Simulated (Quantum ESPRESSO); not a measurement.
A run of Quantum ESPRESSO 7.5 is set up as follows.

pw.in

```
&CONTROL
  calculation = 'scf'
  prefix = 'pwscf'
  outdir = './tmp'
  pseudo_dir = './pseudo'
  tprnfor = .true.
  tstress = .true.
  disk_io = 'nowf'
/
&SYSTEM
  ibrav = 0
  nat = 2
  ntyp = 2
  ecutwfc = 68
  nbnd = 24
  input_dft = 'vdw-df3-opt1'
  occupations = 'smearing'
  smearing = 'fd'
  degauss = 0.01469973
/
&ELECTRONS
  conv_thr = 4d-10
  electron_maxstep = 120
  mixing_beta = 0.5
/
ATOMIC_SPECIES
W    183.8400 74_W_14_2.3_2.5_pbe_n_v1.0.upf
Au   196.9666 79_Au_19_2.4_2.5_pbe_n_v1.0.upf
CELL_PARAMETERS angstrom
   0.0000000000    2.7479792600    2.7479792600
   2.7479792600    0.0000000000    2.7479792600
   2.7479792600    2.7479792600    0.0000000000
ATOMIC_POSITIONS crystal
W      0.0000000000    0.0000000000    0.0000000000
Au     0.7500000000    0.7500000000    0.7500000000
K_POINTS automatic
8 8 8 0 0 0
```

Potentials or basis: SPMS 1.0 PBE.

Command:

```console
$ OMP_NUM_THREADS=1 pw.x -in pw.in > pw.out
```

(1) What does it give for the pressure?

(2) Predict the band gap on the k mesh.

Results:

(1) 29.0 GPa.

(2) none (metal or under the smearing width).

Caveat: the potentials were made for another functional, which shifts forces and pressure; a pressure of tens of GPa on the cell as given is suspect, and the run, the potentials or the cell itself is likely at fault.
